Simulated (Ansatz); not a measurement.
# TiPt3: the cost of one run

Method: DFT PBEsol, scalar-relativistic, in Ansatz 0.2.0.

**1. The system as given**

The structure is cubic, space group Pm-3m (No. 221). Conventional cell: a = 3.897 Å, b = 3.897 Å, c = 3.897 Å, α = 90.00°, β = 90.00°, γ = 90.00°. Around Ti (site symmetry m-3m) lie 12 Pt at 2.76 Å. Around Pt (site symmetry 4/mmm) lie 4 Ti at 2.76 Å and 8 Pt at 2.76 Å.

Structure file:

```cif
data_structure
_symmetry_space_group_name_H-M 'P 1'
_symmetry_Int_Tables_number 1
_cell_length_a 3.8970
_cell_length_b 3.8970
_cell_length_c 3.8970
_cell_angle_alpha 90.000
_cell_angle_beta 90.000
_cell_angle_gamma 90.000
_cell_volume 59.18
loop_
_atom_site_label
_atom_site_type_symbol
_atom_site_fract_x
_atom_site_fract_y
_atom_site_fract_z
_atom_site_occupancy
Ti1 Ti 0.00000 0.00000 0.00000 1
Pt1 Pt 0.00000 0.50000 0.50000 1
Pt2 Pt 0.50000 0.00000 0.50000 1
Pt3 Pt 0.50000 0.50000 0.00000 1
```

Atoms are numbered in the order of the input: Ti1, Pt2, Pt3, Pt4.

**2. The deformed structure**

Space group Pm-3m before, R-3m after.

**3. LAPW, all electrons**

input.yaml

```yaml
crystal:
  lattice:
    - [3.897, -0.03897, -0.03897]
    - [-0.03897, 3.897, -0.03897]
    - [-0.03897, -0.03897, 3.897]
  atoms:
    - { symbol: Ti, position: [0.0, 0.0, 0.0] }
    - { symbol: Pt, position: [0.0, 0.5, 0.5] }
    - { symbol: Pt, position: [0.5, 0.0, 0.5] }
    - { symbol: Pt, position: [0.5, 0.5, 0.0] }
kpoints:
  mp_grid: { grid: [9, 9, 9] }
  band_path:
    path:
      - [0.0, 0.0, 0.0]
      - [0.5, 0.0, 0.0]
      - [0.5, -0.5, 0.5]
      - [0.4804921086, -0.5195078914, 0.4804921086]
      - [0.4804921086, 0.4804921086, 0.4804921086]
      - [0.0, 0.0, 0.0]
      - [0.5, -0.5, 0.0]
    npoints: 5
scf:
  occupations: { method: fermi_dirac, width: 0.05 }
hamiltonian:
  xc: pbesol
  pseudopotentials: { kind: all_electron, lapw: { basis_error: 0.0005 } }
output:
  forces: true
  stress: true
  eigenvalues: true
```

Launch:

```sh
$ ansatz run input.yaml --threads 1 --pin off --max-ram 4096MiB --backend cpu --events-out ev --progress --plain --runs-dir out
```

**Question.** How long does this run take on 1 thread of Intel Xeon Platinum 8488C (Sapphire Rapids), shared host, and how much memory does it need?

About 2.5 min, with a peak of 1.3 GiB.
